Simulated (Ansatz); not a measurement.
# C2H6AlClOS: two geometries relaxed

Are the two ends of the shift of H10 from C3 to Al4 separate minima, and which lies lower? Each is relaxed from a guess. SMILES of the start: CO[CH2][Al]([SH])[Cl].

All numbers below are computed with Ansatz 0.2.0 (RKS BLYP/def2-SVP).

**1. The starting structure**

Bond lengths: C1–O2 1.469 Å, O2–C3 1.389 Å, C3–Al4 1.962 Å, Al4–S5 2.278 Å, Al4–Cl6 2.237 Å, C1–H7 1.098 Å, C1–H8 1.108 Å, C1–H9 1.127 Å, C3–H10 1.133 Å, C3–H11 1.147 Å, S5–H12 1.431 Å. Angles (14 of 17 angles, heavy atoms first): C1–O2–C3 108.9°, O2–C3–Al4 112.1°, C3–Al4–S5 119.9°, C3–Al4–Cl6 120.3°, S5–Al4–Cl6 119.3°, O2–C1–H7 104.7°, O2–C1–H8 108.9°, O2–C1–H9 107.3°, O2–C3–H10 112.4°, O2–C3–H11 112.0°, Al4–C3–H10 105.1°, Al4–C3–H11 107.4°, Al4–S5–H12 89.0°, H7–C1–H8 110.1°.

Coordinates:

```xyz
12

C    -0.0197   -2.2392   -0.1229
O    -0.5684   -0.8851   -0.2724
C     0.2325    0.0043    0.4318
Al   -0.3724    1.8596    0.2328
S    -0.6110    2.7604   -1.8462
Cl   -1.0698    3.0175    2.0147
H    -0.7014   -2.8805   -0.6974
H     0.9947   -2.2670   -0.5673
H    -0.0730   -2.5028    0.9716
H     1.3050    0.0025    0.0667
H     0.2537   -0.2320    1.5545
H     0.7067    3.3072   -1.7320
```

**2. Relaxing end A**

Contents of input.yaml:

```yaml
crystal:
  periodic: [false, false, false]
  atoms:
    - { symbol: C, position_ang: [-0.0197, -2.2392, -0.1229] }
    - { symbol: O, position_ang: [-0.5684, -0.8851, -0.2724] }
    - { symbol: C, position_ang: [0.2325, 0.0043, 0.4318] }
    - { symbol: Al, position_ang: [-0.3724, 1.8596, 0.2328] }
    - { symbol: S, position_ang: [-0.611, 2.7604, -1.8462] }
    - { symbol: Cl, position_ang: [-1.0698, 3.0175, 2.0147] }
    - { symbol: H, position_ang: [-0.7014, -2.8805, -0.6974] }
    - { symbol: H, position_ang: [0.9947, -2.267, -0.5673] }
    - { symbol: H, position_ang: [-0.073, -2.5028, 0.9716] }
    - { symbol: H, position_ang: [1.305, 0.0025, 0.0667] }
    - { symbol: H, position_ang: [0.2537, -0.232, 1.5545] }
    - { symbol: H, position_ang: [0.7067, 3.3072, -1.732] }
basis:
  gaussian: { orbitals: def2-SVP }
hamiltonian:
  xc: blyp
relax:
  f_tol: 0.02
  max_steps: 50
```

Launch:

```console
$ ansatz run input.yaml --threads 2 --pin off --max-ram 3072MiB --backend cpu --events-out ev --progress --plain --runs-dir out
```

Standard output, shortened:

```text
Warning: RAYON_NUM_THREADS=2 ignored (pool sized by the plan → 2); use --threads N
[...]
Functional definition: BLYP
[...]
1400 factors; their error is unknown
[...]
mean field -34161.38131467 eV, -1255.4076078981 hartree, gradient 5.3e-5 eV, S^2 0.000000; 0 other end points of the search recorded, 0 dependent functions left out
[...]
reference -34161.38169420 eV, -1255.4076218457 hartree; 36, 36 occupied and 90, 90 virtual orbitals, 1400 factors
relax step   1: F+E_penalty+E_count = -34161.38131467 eV  Δ(F+E_penalty+E_count) = +0.000e0 eV  max|allowed force component| = 1.320e0 eV/Å  Δτ_max = 0.0000 Å  (30 SCF iters, accepted)
[...]
relax step   4: F+E_penalty+E_count = -34161.68834575 eV  Δ(F+E_penalty+E_count) = -5.909e-3 eV  max|allowed force component| = 1.343e-1 eV/Å  Δτ_max = 0.1009 Å  (29 SCF iters, accepted)
[...]
relax step   7: F+E_penalty+E_count = -34161.76851492 eV  Δ(F+E_penalty+E_count) = -5.604e-2 eV  max|allowed force component| = 7.065e-1 eV/Å  Δτ_max = 0.1935 Å  (29 SCF iters, accepted)
[...]
relax step  10: F+E_penalty+E_count = -34161.90300340 eV  Δ(F+E_penalty+E_count) = +2.039e-4 eV  max|allowed force component| = 3.475e-1 eV/Å  Δτ_max = 0.2000 Å  (35 SCF iters, rejected (line search))
[...]
relax step  12: F+E_penalty+E_count = -34161.93470439 eV  Δ(F+E_penalty+E_count) = -1.228e-2 eV  max|allowed force component| = 9.445e-2 eV/Å  Δτ_max = 0.1000 Å  (30 SCF iters, accepted)
[...]
relax step  13: F+E_penalty+E_count = -34161.94163493 eV  Δ(F+E_penalty+E_count) = -6.931e-3 eV  max|allowed force component| = 1.492e-1 eV/Å  Δτ_max = 0.1290 Å  (29 SCF iters, accepted)
[...]
1400 factors; their error is unknown
```

**3. The output, continued: end point A relaxed**

The log, continued, shortened:

```text
mean field -34161.94378563 eV, -1255.4282783248 hartree, gradient 1.0e-5 eV, S^2 0.000000; 0 other end points of the search recorded, 0 dependent functions left out
[...]
reference -34161.94415792 eV, -1255.4282920063 hartree; 36, 36 occupied and 90, 90 virtual orbitals, 1400 factors
relax step  14: F+E_penalty+E_count = -34161.94378563 eV  Δ(F+E_penalty+E_count) = -2.151e-3 eV  max|allowed force component| = 1.329e-1 eV/Å  Δτ_max = 0.1008 Å  (29 SCF iters, accepted)
[...]
relax step  16: F+E_penalty+E_count = -34161.94708400 eV  Δ(F+E_penalty+E_count) = -1.312e-3 eV  max|allowed force component| = 1.324e-1 eV/Å  Δτ_max = 0.0688 Å  (29 SCF iters, accepted)
[...]
relax step  18: F+E_penalty+E_count = -34161.94790946 eV  Δ(F+E_penalty+E_count) = +7.090e-4 eV  max|allowed force component| = 1.550e-1 eV/Å  Δτ_max = 0.1176 Å  (29 SCF iters, rejected (line search))
[...]
Atom 2 at     0.217968    -0.038385     0.639825 Å, force    -0.000614    -0.001081     0.007974 eV/Å
Atom 3 at    -0.048176     1.858231     0.129302 Å, force     0.009590     0.005212    -0.004808 eV/Å
Atom 4 at    -0.718470     2.439054    -1.887226 Å, force    -0.004165     0.007823     0.000100 eV/Å
Atom 5 at     0.339154     3.382595     1.573380 Å, force    -0.002463    -0.002247     0.001304 eV/Å
Atom 6 at    -0.262089    -2.772462    -1.179412 Å, force     0.000758    -0.001539    -0.001848 eV/Å
Atom 7 at     1.084598    -2.510622    -0.000084 Å, force     0.003834    -0.001453     0.000809 eV/Å
Atom 8 at    -0.620783    -2.599798     0.585185 Å, force    -0.001433     0.000501     0.001790 eV/Å
Atom 9 at     1.278363    -0.205655     0.967666 Å, force    -0.001157     0.001339    -0.001191 eV/Å
Atom 10 at    -0.404643    -0.288741     1.539327 Å, force    -0.000472    -0.003234     0.000815 eV/Å
Atom 11 at    -0.694470     3.773678    -1.598479 Å, force     0.000761    -0.009506    -0.000606 eV/Å
Dipole moment:     0.061623    -0.249988     0.147880 e Å
```

Run time: 51 s. Hardware: 2 threads of Intel Xeon Platinum 8488C (Sapphire Rapids), shared host; peak memory 0.2 GiB.

Relaxation path:

| step | energy from step 1 (eV) | largest force component (eV/Å) |
| --- | --- | --- |
| 1 | 0.0000 | 1.3201 |
| 2 | -0.2555 | 1.1285 |
| 3 | -0.3011 | 0.2511 |
| 4 | -0.3070 | 0.1343 |
| 5 | -0.3169 | 0.2951 |
| 6 | -0.3312 | 0.8137 |
| 7 | -0.3872 | 0.7065 |
| 8 | -0.4661 | 0.3599 |
| 9 | -0.5219 | 0.1866 |
| 10x | -0.5217 | 0.3475 |
| 11 | -0.5411 | 0.1408 |
| 12 | -0.5534 | 0.0945 |
| 13 | -0.5603 | 0.1492 |
| 14 | -0.5625 | 0.1329 |
| 15 | -0.5645 | 0.0572 |
| 16 | -0.5658 | 0.1324 |
| 17 | -0.5673 | 0.1119 |
| 18x | -0.5666 | 0.1550 |
| 19 | -0.5684 | 0.0378 |
| 20 | -0.5688 | 0.0574 |
| 21 | -0.5691 | 0.0409 |
| 22 | -0.5695 | 0.0210 |
| 23 | -0.5696 | 0.0096 |

Step 1 is the start. 2 steps were tried and not accepted (marked x).

After: Bond lengths: C1–O2 1.420 Å, O2–C3 1.428 Å, C3–Al4 1.982 Å, Al4–S5 2.203 Å, Al4–Cl6 2.135 Å, C1–H7 1.108 Å, C1–H8 1.118 Å, C1–H9 1.118 Å, C3–H10 1.122 Å, C3–H11 1.122 Å, S5–H12 1.366 Å. Angles (14 of 17 angles, heavy atoms first): C1–O2–C3 113.7°, O2–C3–Al4 108.0°, C3–Al4–S5 121.9°, C3–Al4–Cl6 119.0°, S5–Al4–Cl6 119.1°, O2–C1–H7 107.7°, O2–C1–H8 111.9°, O2–C1–H9 112.0°, O2–C3–H10 111.8°, O2–C3–H11 111.8°, Al4–C3–H10 110.2°, Al4–C3–H11 110.2°, Al4–S5–H12 93.4°, H7–C1–H8 108.8°.

**4. End point B**

The second end starts from a geometry with the move made by hand.

input.yaml, as its differences from that of step 2:

```diff
@@ -12,3 +12,3 @@
     - { symbol: H, position_ang: [-0.073, -2.5028, 0.9716] }
-    - { symbol: H, position_ang: [1.305, 0.0025, 0.0667] }
+    - { symbol: H, position_ang: [1.16041, 1.76073, 0.34382] }
     - { symbol: H, position_ang: [0.2537, -0.232, 1.5545] }
```

Launch:

```console
$ ansatz run input.yaml --threads 2 --pin off --max-ram 3072MiB --backend cpu --events-out ev --progress --plain --runs-dir out
```

Standard output, shortened:

```text
Warning: RAYON_NUM_THREADS=2 ignored (pool sized by the plan → 2); use --threads N
[...]
[... 1 set-up line as earlier in the session ...]
[...]
1400 factors; their error is unknown
[...]
mean field -34157.90061003 eV, -1255.2796943619 hartree, gradient 1.8e-5 eV, S^2 0.000000; 2 other end points of the search recorded, 0 dependent functions left out
[...]
reference -34157.90100147 eV, -1255.2797087473 hartree; 36, 36 occupied and 90, 90 virtual orbitals, 1400 factors
relax step   1: F+E_penalty+E_count = -34157.90061003 eV  Δ(F+E_penalty+E_count) = +0.000e0 eV  max|allowed force component| = 6.298e0 eV/Å  Δτ_max = 0.0000 Å  (80 SCF iters, accepted)
[...]
relax step   5: F+E_penalty+E_count = -34160.35206583 eV  Δ(F+E_penalty+E_count) = -1.063e-1 eV  max|allowed force component| = 1.465e0 eV/Å  Δτ_max = 0.1999 Å  (31 SCF iters, accepted)
[...]
relax step   9: F+E_penalty+E_count = -34161.05094438 eV  Δ(F+E_penalty+E_count) = -3.347e-1 eV  max|allowed force component| = 1.882e0 eV/Å  Δτ_max = 0.1947 Å  (36 SCF iters, accepted)
[...]
relax step  13: F+E_penalty+E_count = -34161.73549685 eV  Δ(F+E_penalty+E_count) = -5.887e-2 eV  max|allowed force component| = 7.516e-1 eV/Å  Δτ_max = 0.1923 Å  (29 SCF iters, accepted)
[...]
relax step  16: F+E_penalty+E_count = -34161.90601942 eV  Δ(F+E_penalty+E_count) = -6.959e-2 eV  max|allowed force component| = 4.401e-1 eV/Å  Δτ_max = 0.2000 Å  (29 SCF iters, accepted)
[...]
relax step  17: F+E_penalty+E_count = -34161.93572253 eV  Δ(F+E_penalty+E_count) = -2.970e-2 eV  max|allowed force component| = 2.033e-1 eV/Å  Δτ_max = 0.2000 Å  (29 SCF iters, accepted)
[...]
1400 factors; their error is unknown
mean field -34161.93364282 eV, -1255.4279055833 hartree, gradient 1.4e-5 eV, S^2 0.000000; 0 other end points of the search recorded, 0 dependent functions left out
[...]
```

**5. The output, continued: end point B relaxed**

The log, continued:

```text
reference -34161.93401538 eV, -1255.4279192748 hartree; 36, 36 occupied and 90, 90 virtual orbitals, 1400 factors
relax step  18: F+E_penalty+E_count = -34161.93364282 eV  Δ(F+E_penalty+E_count) = +2.080e-3 eV  max|allowed force component| = 2.431e-1 eV/Å  Δτ_max = 0.2000 Å  (29 SCF iters, rejected (line search))
these checks for a lower state are left out or cut short: starts, cluster_reference, orbital_swaps, neighbouring_geometries, increment
1400 factors; their error is unknown
mean field evaluation 160: about -34161.9433 eV, gradient 1.3e-4 eV
mean field -34161.94328904 eV, -1255.4282600755 hartree, gradient 1.1e-5 eV, S^2 0.000000; 0 other end points of the search recorded, 0 dependent functions left out
the calculation of the forces begins
reference -34161.94366073 eV, -1255.4282737349 hartree; 36, 36 occupied and 90, 90 virtual orbitals, 1400 factors
relax step  19: F+E_penalty+E_count = -34161.94328904 eV  Δ(F+E_penalty+E_count) = -7.567e-3 eV  max|allowed force component| = 9.975e-2 eV/Å  Δτ_max = 0.1000 Å  (30 SCF iters, accepted)
these checks for a lower state are left out or cut short: starts, cluster_reference, orbital_swaps, neighbouring_geometries, increment
1400 factors; their error is unknown
mean field -34161.94637788 eV, -1255.4283735881 hartree, gradient 9.7e-6 eV, S^2 0.000000; 0 other end points of the search recorded, 0 dependent functions left out
the calculation of the forces begins
reference -34161.94674865 eV, -1255.4283872137 hartree; 36, 36 occupied and 90, 90 virtual orbitals, 1400 factors
relax step  20: F+E_penalty+E_count = -34161.94637788 eV  Δ(F+E_penalty+E_count) = -3.089e-3 eV  max|allowed force component| = 8.819e-2 eV/Å  Δτ_max = 0.0962 Å  (30 SCF iters, accepted)
these checks for a lower state are left out or cut short: starts, cluster_reference, orbital_swaps, neighbouring_geometries, increment
1400 factors; their error is unknown
mean field -34161.94780784 eV, -1255.4284261382 hartree, gradient 2.1e-5 eV, S^2 0.000000; 0 other end points of the search recorded, 0 dependent functions left out
the calculation of the forces begins
reference -34161.94817813 eV, -1255.4284397459 hartree; 36, 36 occupied and 90, 90 virtual orbitals, 1400 factors
relax step  21: F+E_penalty+E_count = -34161.94780784 eV  Δ(F+E_penalty+E_count) = -1.430e-3 eV  max|allowed force component| = 4.956e-2 eV/Å  Δτ_max = 0.0300 Å  (29 SCF iters, accepted)
these checks for a lower state are left out or cut short: starts, cluster_reference, orbital_swaps, neighbouring_geometries, increment
1400 factors; their error is unknown
mean field -34161.94879285 eV, -1255.4284623366 hartree, gradient 2.1e-5 eV, S^2 0.000000; 0 other end points of the search recorded, 0 dependent functions left out
the calculation of the forces begins
reference -34161.94916267 eV, -1255.4284759274 hartree; 36, 36 occupied and 90, 90 virtual orbitals, 1400 factors
relax step  22: F+E_penalty+E_count = -34161.94879285 eV  Δ(F+E_penalty+E_count) = -9.850e-4 eV  max|allowed force component| = 4.975e-2 eV/Å  Δτ_max = 0.0368 Å  (29 SCF iters, accepted)
these checks for a lower state are left out or cut short: starts, cluster_reference, orbital_swaps, neighbouring_geometries, increment
1400 factors; their error is unknown
mean field -34161.94936045 eV, -1255.4284831955 hartree, gradient 2.1e-5 eV, S^2 0.000000; 0 other end points of the search recorded, 0 dependent functions left out
the calculation of the forces begins
reference -34161.94973043 eV, -1255.4284967921 hartree; 36, 36 occupied and 90, 90 virtual orbitals, 1400 factors
relax step  23: F+E_penalty+E_count = -34161.94936045 eV  Δ(F+E_penalty+E_count) = -5.676e-4 eV  max|allowed force component| = 3.005e-2 eV/Å  Δτ_max = 0.0348 Å  (29 SCF iters, accepted)
these checks for a lower state are left out or cut short: starts, cluster_reference, orbital_swaps, neighbouring_geometries, increment
1400 factors; their error is unknown
mean field evaluation 192: about -34162.0130 eV, gradient 1.8e0 eV
mean field -34161.94976624 eV, -1255.4284981081 hartree, gradient 2.0e-5 eV, S^2 0.000000; 0 other end points of the search recorded, 0 dependent functions left out
the calculation of the forces begins
reference -34161.95013645 eV, -1255.4285117132 hartree; 36, 36 occupied and 90, 90 virtual orbitals, 1400 factors
relax step  24: F+E_penalty+E_count = -34161.94976624 eV  Δ(F+E_penalty+E_count) = -4.058e-4 eV  max|allowed force component| = 2.689e-2 eV/Å  Δτ_max = 0.0385 Å  (29 SCF iters, accepted)
these checks for a lower state are left out or cut short: starts, cluster_reference, orbital_swaps, neighbouring_geometries, increment
1400 factors; their error is unknown
mean field -34161.95010993 eV, -1255.4285107387 hartree, gradient 2.0e-5 eV, S^2 0.000000; 0 other end points of the search recorded, 0 dependent functions left out
the calculation of the forces begins
reference -34161.95048040 eV, -1255.4285243531 hartree; 36, 36 occupied and 90, 90 virtual orbitals, 1400 factors
relax step  25: F+E_penalty+E_count = -34161.95010993 eV  Δ(F+E_penalty+E_count) = -3.437e-4 eV  max|allowed force component| = 3.255e-2 eV/Å  Δτ_max = 0.0390 Å  (29 SCF iters, accepted)
these checks for a lower state are left out or cut short: starts, cluster_reference, orbital_swaps, neighbouring_geometries, increment
1400 factors; their error is unknown
mean field -34161.95044672 eV, -1255.4285231153 hartree, gradient 2.0e-5 eV, S^2 0.000000; 0 other end points of the search recorded, 0 dependent functions left out
the calculation of the forces begins
reference -34161.95081768 eV, -1255.4285367477 hartree; 36, 36 occupied and 90, 90 virtual orbitals, 1400 factors
relax step  26: F+E_penalty+E_count = -34161.95044672 eV  Δ(F+E_penalty+E_count) = -3.368e-4 eV  max|allowed force component| = 3.688e-2 eV/Å  Δτ_max = 0.0494 Å  (29 SCF iters, accepted)
these checks for a lower state are left out or cut short: starts, cluster_reference, orbital_swaps, neighbouring_geometries, increment
1400 factors; their error is unknown
mean field -34161.95068575 eV, -1255.4285318994 hartree, gradient 2.0e-5 eV, S^2 0.000000; 0 other end points of the search recorded, 0 dependent functions left out
the calculation of the forces begins
reference -34161.95105721 eV, -1255.4285455503 hartree; 36, 36 occupied and 90, 90 virtual orbitals, 1400 factors
relax step  27: F+E_penalty+E_count = -34161.95068575 eV  Δ(F+E_penalty+E_count) = -2.390e-4 eV  max|allowed force component| = 3.018e-2 eV/Å  Δτ_max = 0.0541 Å  (29 SCF iters, accepted)
these checks for a lower state are left out or cut short: starts, cluster_reference, orbital_swaps, neighbouring_geometries, increment
1400 factors; their error is unknown
mean field evaluation 224: about -34161.9506 eV, gradient 6.4e-4 eV
mean field -34161.95063376 eV, -1255.4285299890 hartree, gradient 2.0e-5 eV, S^2 0.000000; 0 other end points of the search recorded, 0 dependent functions left out
the calculation of the forces begins
reference -34161.95100601 eV, -1255.4285436688 hartree; 36, 36 occupied and 90, 90 virtual orbitals, 1400 factors
relax step  28: F+E_penalty+E_count = -34161.95063376 eV  Δ(F+E_penalty+E_count) = +5.199e-5 eV  max|allowed force component| = 3.255e-2 eV/Å  Δτ_max = 0.0570 Å  (29 SCF iters, rejected (line search))
these checks for a lower state are left out or cut short: starts, cluster_reference, orbital_swaps, neighbouring_geometries, increment
1400 factors; their error is unknown
mean field -34161.95087041 eV, -1255.4285386857 hartree, gradient 2.0e-5 eV, S^2 0.000000; 0 other end points of the search recorded, 0 dependent functions left out
the calculation of the forces begins
reference -34161.95124209 eV, -1255.4285523445 hartree; 36, 36 occupied and 90, 90 virtual orbitals, 1400 factors
relax step  29: F+E_penalty+E_count = -34161.95087041 eV  Δ(F+E_penalty+E_count) = -1.847e-4 eV  max|allowed force component| = 1.385e-2 eV/Å  Δτ_max = 0.0279 Å  (30 SCF iters, accepted)
1400 factors; their error is unknown
mean field -34161.95087041 eV, -1255.4285386857 hartree, gradient 2.0e-5 eV, S^2 0.000000; 1 other end points of the search recorded, 0 dependent functions left out
the calculation of the forces begins
reference -34161.95124209 eV, -1255.4285523445 hartree; 36, 36 occupied and 90, 90 virtual orbitals, 1400 factors
Total energy: -34161.95124209 eV, -1255.4285523445 hartree
Atom 0 at     0.106241    -2.096960    -0.200095 Å, force     0.001374    -0.003910     0.003178 eV/Å
Atom 1 at    -0.069148    -0.712732    -0.463072 Å, force     0.003715     0.002031     0.013851 eV/Å
Atom 2 at     0.155512     0.120175     0.675981 Å, force     0.005587    -0.012247     0.005717 eV/Å
Atom 3 at    -0.126327     2.003200     0.125306 Å, force    -0.003263     0.011748     0.000698 eV/Å
Atom 4 at    -0.645494     2.549169    -1.945356 Å, force     0.001673     0.005530     0.007917 eV/Å
Atom 5 at     0.081511     3.549089     1.584574 Å, force     0.000314    -0.010024    -0.007911 eV/Å
Atom 6 at    -0.092064    -2.646073    -1.141864 Å, force     0.001600     0.004398     0.006704 eV/Å
Atom 7 at     1.146084    -2.329234     0.139465 Å, force    -0.011488     0.002503    -0.003961 eV/Å
Atom 8 at    -0.598478    -2.465234     0.586158 Å, force     0.007304     0.003015    -0.008902 eV/Å
Atom 9 at     1.191221    -0.010823     1.089572 Å, force    -0.013227     0.001214    -0.005187 eV/Å
Atom 10 at    -0.529446    -0.142618     1.525741 Å, force     0.006546     0.003018    -0.009291 eV/Å
Atom 11 at    -0.687302     3.885171    -1.665391 Å, force    -0.000136    -0.007277    -0.002813 eV/Å
Dipole moment:     0.060198    -0.246756     0.154532 e Å
```

It took 62 s on 2 threads of Intel Xeon Platinum 8488C (Sapphire Rapids), shared host; peak memory 0.21 GiB.

Relaxation path:

| step | energy from step 1 (eV) | largest force component (eV/Å) |
| --- | --- | --- |
| 1 | 0.0000 | 6.2983 |
| 2 | -1.4632 | 4.0792 |
| 3 | -2.1380 | 2.9056 |
| 4 | -2.3452 | 2.3910 |
| 5 | -2.4515 | 1.4651 |
| 6 | -2.5619 | 0.5846 |
| 7 | -2.6529 | 0.7834 |
| 8 | -2.8157 | 1.4386 |
| 9 | -3.1503 | 1.8819 |
| 10 | -3.4778 | 1.6817 |
| 11 | -3.6847 | 1.0070 |
| 12 | -3.7760 | 0.4962 |
| 13 | -3.8349 | 0.7516 |
| 14 | -3.8849 | 0.6904 |
| 15 | -3.9358 | 0.9127 |
| 16 | -4.0054 | 0.4401 |
| 17 | -4.0351 | 0.2033 |
| 18x | -4.0330 | 0.2431 |
| 19 | -4.0427 | 0.0998 |
| 20 | -4.0458 | 0.0882 |
| 21 | -4.0472 | 0.0496 |
| 22 | -4.0482 | 0.0498 |
| 23 | -4.0488 | 0.0301 |
| 24 | -4.0492 | 0.0269 |
| 25 | -4.0495 | 0.0326 |
| 26 | -4.0498 | 0.0369 |
| 27 | -4.0501 | 0.0302 |
| 28x | -4.0500 | 0.0326 |
| 29 | -4.0503 | 0.0139 |

Step 1 is the start. 2 steps were tried and not accepted (marked x).

After: Bond lengths: C1–O2 1.420 Å, O2–C3 1.429 Å, C3–Al4 1.982 Å, Al4–S5 2.203 Å, Al4–Cl6 2.136 Å, C1–H7 1.108 Å, C1–H8 1.118 Å, C1–H9 1.118 Å, C3–H10 1.123 Å, C3–H11 1.123 Å, S5–H12 1.366 Å. Angles (14 of 17 angles, heavy atoms first): C1–O2–C3 113.7°, O2–C3–Al4 108.1°, C3–Al4–S5 122.0°, C3–Al4–Cl6 118.9°, S5–Al4–Cl6 119.1°, O2–C1–H7 107.7°, O2–C1–H8 111.9°, O2–C1–H9 111.9°, O2–C3–H10 111.8°, O2–C3–H11 111.8°, Al4–C3–H10 110.1°, Al4–C3–H11 110.2°, Al4–S5–H12 93.3°, H7–C1–H8 108.8°.

Pairs that crossed the distance rule for bonds on the way: came closer C3–H10; moved apart Al4–H10.

**6. What came out**

| quantity | value |
| --- | --- |
| end A | 20 moves, 0.570 eV lower |
| end B | 26 moves, 4.050 eV lower |
| largest difference between the ends | 0.01 Å |
| end B relative to end A | +0.000 eV |

Both starts fell into the same minimum (no atom differs by more than 0.01 Å), so from this start no second minimum was found and no band was run; another arrangement could still be one.
